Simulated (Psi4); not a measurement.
# wB97X/def2-SVP (core potential) run of HfN4H8 (SMILES N[Hf](N)(N)N)

Aim: the vertical ionisation energy of HfN4H8 at wB97X/def2-SVP (core potential), from 2 runs. 

The calculation is run with Psi4 1.11.

## 1. Starting point

HfN4H8 has 13 atoms, charge 0, and is taken as a singlet. As SMILES, `N[Hf](N)(N)N`. The shape is that of a PBE0-D4/def2-TZVP optimisation. This is one conformer, not always the lowest.

Bond lengths: N1–Hf2 2.048 Å, Hf2–N3 2.048 Å, Hf2–N4 2.048 Å, Hf2–N5 2.048 Å, N1–H6 1.010 Å, N1–H7 1.011 Å, N3–H8 1.011 Å, N3–H9 1.010 Å, N4–H10 1.010 Å, N4–H11 1.011 Å, N5–H12 1.010 Å, N5–H13 1.011 Å. Some angles: N1–Hf2–N3 108.5°, N1–Hf2–N4 109.9°, N1–Hf2–N5 109.9°, N3–Hf2–N4 110.0°, N3–Hf2–N5 110.0°, N4–Hf2–N5 108.5°, Hf2–N1–H6 127.0°, Hf2–N1–H7 124.3°, Hf2–N3–H8 124.3°, Hf2–N3–H9 127.0°.

## 2. Energy and forces at wB97X/def2-SVP (core potential)

input.inp reads:

```
memory 2200 mb

molecule {
  0 1
  N     -3.57590985     1.02018755    -1.07204163
  Hf     0.00032125    -0.00035905     0.00034015
  N     -0.17542328    -3.45432487     1.73860473
  N      2.30206437    -0.19832676    -3.10502789
  N      1.44923096     2.63437270     2.43750104
  H     -4.40699250     2.72037414    -0.82994882
  H     -4.85997875    -0.18199952    -1.81695277
  H     -1.54778018    -3.97547354     2.96099297
  H      0.96820118    -4.95163047     1.43842173
  H      1.76362470    -0.21871690    -4.93513316
  H      4.21047988    -0.15401268    -3.03482457
  H      1.66836361     2.45702191     4.32441147
  H      2.20374191     4.30288749     1.89367565
  units au
  symmetry c1
}

set globals {
  basis                def2-SVP
  puream               true
  e_convergence        1e-09
  d_convergence        1e-08
  scf_type             pk
  dft_radial_points    99
  dft_spherical_points 590
}

result, w = gradient('wb97x', return_wfn=True)
oeprop(w, 'MULLIKEN_CHARGES', 'QUADRUPOLE', 'WIBERG_LOWDIN_INDICES')
print_variables()
```

Run with:

```console
$ psi4 -i input.inp -o input.out -n 1
```

input.out:

```text
[...]
    !!!  WARNING: ECP capability is in beta. Please check occupations closely.  !!!
[...]
  Running in c1 symmetry.
[...]
  Nuclear repulsion =  208.064739195197006
[...]
  Multiplicity = 1
[...]
  Nalpha       = 24
  Nbeta        = 24
[...]
    Number of basis functions: 128
[...]
   @RKS iter   1:  -271.02346661360656   -8.85231e-01   1.00827e-02 DIIS/ADIIS
[...]
   @RKS iter  12:  -271.77784573818883   -7.38964e-12   8.90669e-09 DIIS
[...]
    Orbital Energies [Eh]
    ---------------------
    Doubly Occupied:
       1A    -14.351662     2A    -14.351595     3A    -14.351574
       4A    -14.351555     5A     -2.563430     6A     -1.403773
       7A     -1.403711     8A     -1.403706     9A     -0.916533
      10A     -0.904677    11A     -0.904669    12A     -0.904390
      13A     -0.563846    14A     -0.560644    15A     -0.556953
      16A     -0.556940    17A     -0.480243    18A     -0.448926
      19A     -0.448271    20A     -0.448244    21A     -0.359959
      22A     -0.343216    23A     -0.331294    24A     -0.331241
[...]
  @RKS Final Energy:  -271.77784573818883
   => Energetics <=
    Nuclear Repulsion Energy =            208.0647391951970064
    One-Electron Energy =                -797.0024258438201059
    Two-Electron Energy =                 342.0031797590523297
    DFT Exchange-Correlation Energy =     -24.8433388486180675
    Empirical Dispersion Energy =           0.0000000000000000
    VV10 Nonlocal Energy =                  0.0000000000000000
    Total Energy =                       -271.7778457381888302
[...]
  -Total Gradient:
     Atom            X                  Y                   Z
    ------   -----------------  -----------------  -----------------
       1       -0.005779412748     0.001499795750    -0.001937671656
       2       -0.000004434233    -0.000011893409     0.000018319963
       3       -0.000355066026    -0.005472662739     0.002997110420
       4        0.003888629610    -0.000404306336    -0.004935972312
       5        0.002264602215     0.004433132629     0.003781562267
       6        0.003915397988    -0.005565814296    -0.000203514037
       7        0.004939835043     0.003385383215     0.002780958587
       8        0.004192092846     0.002523605546    -0.004397342754
       9       -0.003448585032     0.005882193179     0.000133955569
      10        0.000709716242     0.000219969094     0.006807060229
      11       -0.006575992318     0.000078123989     0.000653476187
      12       -0.001166929416    -0.000565210176    -0.006696007589
[...]
 Multipole Moments:
 ------------------------------------------------------------------------------------
     Multipole            Electronic (a.u.)      Nuclear  (a.u.)        Total (a.u.)
 ------------------------------------------------------------------------------------
 L = 1.  Multiply by 2.5417464519 to convert [e a0] to [Debye]
 Dipole X            :          0.0085522           -0.0079492            0.0006029
 Dipole Y            :         -0.0177826            0.0152612           -0.0025215
 Dipole Z            :          0.0130383           -0.0115347            0.0015036
 Magnitude           :                                                    0.0029970
 L = 2.  Multiply by 1.3450342976 to convert [e a0^2] to [Debye ang]
 Quadrupole XX       :       -249.7636886          216.3761714          -33.3875172
 Quadrupole XY       :         -4.3993307            5.0361499            0.6368191
[...]
  Mulliken Charges: (a.u.)
   Center  Symbol    Alpha    Beta     Spin     Total
       1     N     3.75100  3.75100  0.00000 -0.50200
       2    HF     5.51940  5.51940  0.00000  0.96121
       3     N     3.75105  3.75105  0.00000 -0.50210
       4     N     3.75099  3.75099  0.00000 -0.50197
       5     N     3.75103  3.75103  0.00000 -0.50205
       6     H     0.43468  0.43468  0.00000  0.13065
       7     H     0.43444  0.43444  0.00000  0.13111
       8     H     0.43445  0.43445  0.00000  0.13110
       9     H     0.43470  0.43470  0.00000  0.13059
      10     H     0.43467  0.43467  0.00000  0.13066
      11     H     0.43445  0.43445  0.00000  0.13109
[...]
```

It took 47 s on 1 thread of AMD EPYC 9R45 (Zen 5), shared host; peak memory 1.2 GiB.

## 3. The doublet cation, same level

run.py reads:

```python
import psi4

psi4.set_memory('2200 MB')
psi4.set_num_threads(1)
psi4.set_output_file('output.dat', False)

m = psi4.geometry("""
1 2
N
Hf 1 2.048192
N 2 2.048287 1 108.5273
N 2 2.048164 1 109.91759 3 120.31153
N 2 2.04819 4 108.50567 1 -120.23767
H 1 1.009598 2 127.03486 4 -105.55474
H 1 1.01085 6 108.51176 2 175.30902
H 3 1.01088 2 124.293 4 -161.00682
H 3 1.009593 8 108.4942 2 -175.57325
H 4 1.009553 2 127.03924 5 -133.99532
H 4 1.010845 10 108.51001 2 -175.59205
H 5 1.009592 2 127.04768 4 -134.36609
H 5 1.01085 12 108.50543 2 -175.37786
units angstrom
symmetry c1
""")

psi4.set_options({
    'reference': 'uks',
    'puream': True,
    'e_convergence': 1e-09,
    'd_convergence': 1e-08,
    'scf_type': 'pk',
    'dft_radial_points': 99,
    'dft_spherical_points': 590,
    'maxiter': 100,
})

result, w = psi4.gradient("wb97x/def2-SVP", molecule=m, return_wfn=True)
psi4.oeprop(w, "MAYER_INDICES", "WIBERG_LOWDIN_INDICES", "LOWDIN_CHARGES", title="WB97X")
print('gradient / Eh bohr^-1')
print(result.np.round(6))
print(f'energy = {w.energy():.10f} Eh')
```

Run with:

```console
$ python run.py
```

output.dat (excerpt; [...] marks lines left out):

```text
[...]
    !!!  WARNING: ECP capability is in beta. Please check occupations closely.  !!!
[...]
  Running in c1 symmetry.
[...]
  Nuclear repulsion =  208.064729756711984
[...]
  Multiplicity = 2
[...]
  Nalpha       = 24
  Nbeta        = 23
[...]
    Number of basis functions: 128
[...]
   @UKS iter   1:  -270.86235174379260   -7.11056e-01   8.74685e-03 ADIIS/DIIS
[...]
   @UKS iter  31:  -271.45066507478879   -3.33102e-11   4.92515e-09 DIIS
[...]
   @S^2 Observed:                7.853645952E-01
[...]
  @UKS Final Energy:  -271.45066507478879
   => Energetics <=
    Nuclear Repulsion Energy =            208.0647297567119836
    One-Electron Energy =                -787.0843943983779809
    Two-Electron Energy =                 332.2597757663834273
    DFT Exchange-Correlation Energy =     -24.6907761995062529
    Empirical Dispersion Energy =           0.0000000000000000
    VV10 Nonlocal Energy =                  0.0000000000000000
    Total Energy =                       -271.4506650747887875
  UHF NO Occupations:
  HONO-2 :   22  A 1.9997103
  HONO-1 :   23  A 1.9832731
[...]
 Multipole Moments:
[...]
  -Total Gradient:
     Atom            X                  Y                   Z
    ------   -----------------  -----------------  -----------------
       1       -0.001043243677    -0.002001292656    -0.029578322473
       2       -0.000876652155     0.053470750267     0.038568694383
       3        0.001227406632    -0.028707783322     0.007377554917
       4       -0.002383224138    -0.012542449731    -0.005688819396
       5        0.003094796743    -0.009626172149    -0.010508472576
       6        0.004139938562    -0.005355740042     0.006368719881
       7       -0.003269540538     0.005971790333     0.005145507674
       8        0.003291562976     0.006736058479     0.004022422904
       9       -0.004238302211     0.004329458129    -0.007029775539
      10       -0.011947181060    -0.005457472936     0.006288818116
      11       -0.006491566901     0.000071303396    -0.014106310872
      12        0.012078112987     0.004252563954    -0.007086445072
[...]
```

The script printed:

```text
gradient / Eh bohr^-1
[[-1.0430e-03 -2.0010e-03 -2.9578e-02]
 [-8.7700e-04  5.3471e-02  3.8569e-02]
 [ 1.2270e-03 -2.8708e-02  7.3780e-03]
 [-2.3830e-03 -1.2542e-02 -5.6890e-03]
 [ 3.0950e-03 -9.6260e-03 -1.0508e-02]
 [ 4.1400e-03 -5.3560e-03  6.3690e-03]
 [-3.2700e-03  5.9720e-03  5.1460e-03]
 [ 3.2920e-03  6.7360e-03  4.0220e-03]
 [-4.2380e-03  4.3290e-03 -7.0300e-03]
 [-1.1947e-02 -5.4570e-03  6.2890e-03]
 [-6.4920e-03  7.1000e-05 -1.4106e-02]
 [ 1.2078e-02  4.2530e-03 -7.0860e-03]
 [ 6.4680e-03 -1.3507e-02  4.5140e-03]]
energy = -271.4506650748 Eh
```

Run time: 2 min. Hardware: 1 thread of AMD EPYC 9R45 (Zen 5), shared host; peak memory 1.2 GiB.

## 4. Summary of results

At wB97X/def2-SVP (core potential):

| quantity | value |
| --- | --- |
| singlet HfN4H8: total energy | -271.77785 Eh |
| singlet HfN4H8: dipole moment | 0.01 D |
| singlet HfN4H8: HOMO energy | -9.01 eV |
| singlet HfN4H8: LUMO energy | 2.07 eV |
| singlet HfN4H8: HOMO–LUMO gap | 11.08 eV |
| singlet HfN4H8: largest force on an atom | 0.352 eV/Å |
| doublet cation: total energy | -271.45067 Eh |
| doublet cation: HOMO energy (highest over α and β) | -13.50 eV |
| doublet cation: LUMO energy (lowest over α and β) | -8.80 eV |
| doublet cation: ⟨S²⟩ | 0.785 |
| doublet cation: largest force on an atom | 3.391 eV/Å |
| vertical ionisation energy (to the doublet cation) | 8.903 eV |

In words: Removing an electron at fixed nuclei costs 8.90 eV (205 kcal/mol). The largest force (singlet HfN4H8) is 0.35 eV/Å: the shape isn't a stationary point for this species at this level. The negative HOMO energy of the first species, 9.01 eV, lies 0.11 eV above that difference. Mulliken charges (singlet HfN4H8) run from -0.50 on N3 to +0.96 on Hf2.
